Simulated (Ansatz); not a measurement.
# CsLi2: the cost of one run

Method: DFT PBE, scalar-relativistic, plane waves, PAW, in Ansatz 0.2.0.

## 1. The starting structure

Symmetry: P3m1, No. 156, trigonal system. Conventional cell: a = 4.102 Å, b = 4.102 Å, c = 4.688 Å, α = 90.00°, β = 90.00°, γ = 120.00°. Cs (site symmetry 3m) has 12 Li at 3.06 to 3.63 Å in its first shell of neighbours. Around Li (site symmetry 3m) lie 3 Li at 2.37 Å. Li (site symmetry 3m) has 3 Li at 2.37 Å and 3 Cs at 3.06 Å in its first shell of neighbours.

Coordinates:

```
Cs Li
1.0
     4.10151    0.00000    0.00000
    -2.05076    3.55202    0.00000
     0.00000    0.00000    4.68834
Cs Li
1 2
Direct
  0.00000 0.00000 0.04650
  0.33333 0.66667 0.49297
  0.66667 0.33333 0.46053
```

The cell is invented: LuSi2 type (P6/mmm) distorted into a subgroup (P3m1, No. 156). Lengths come from tabulated atomic sizes and are only a guess.

## 2. A first look at the guess

The input, input.yaml:

```yaml
crystal:
  lattice:
    - [4.10151471, 0.0, 0.0]
    - [-2.05075735, 3.55201593, 0.0]
    - [0.0, 0.0, 4.68834113]
  atoms:
    - { symbol: Cs, position: [0.0, 0.0, 0.04650266] }
    - { symbol: Li, position: [0.33333333, 0.66666667, 0.49297221] }
    - { symbol: Li, position: [0.66666667, 0.33333333, 0.46052514] }
basis:
  ecutwfc: 420
kpoints:
  mp_grid: { grid: [6, 6, 4] }
hamiltonian:
  xc: pbe
scf:
  occupations: { method: gaussian, width: 0.1 }
  lower_state_search: "off"
output:
  forces: true
  stress: true
  eigenvalues: true
```

Launch:

```bash
> ansatz run input.yaml --threads 1 --pin off --max-ram 2560MiB --backend cpu --events-out ev --progress --plain --runs-dir out
```

What time and memory should one allow on 1 thread of Intel Xeon at 2.50GHz (Skylake/Cascade Lake), shared host?

About 6.4 s, with a peak of 0.36 GiB.
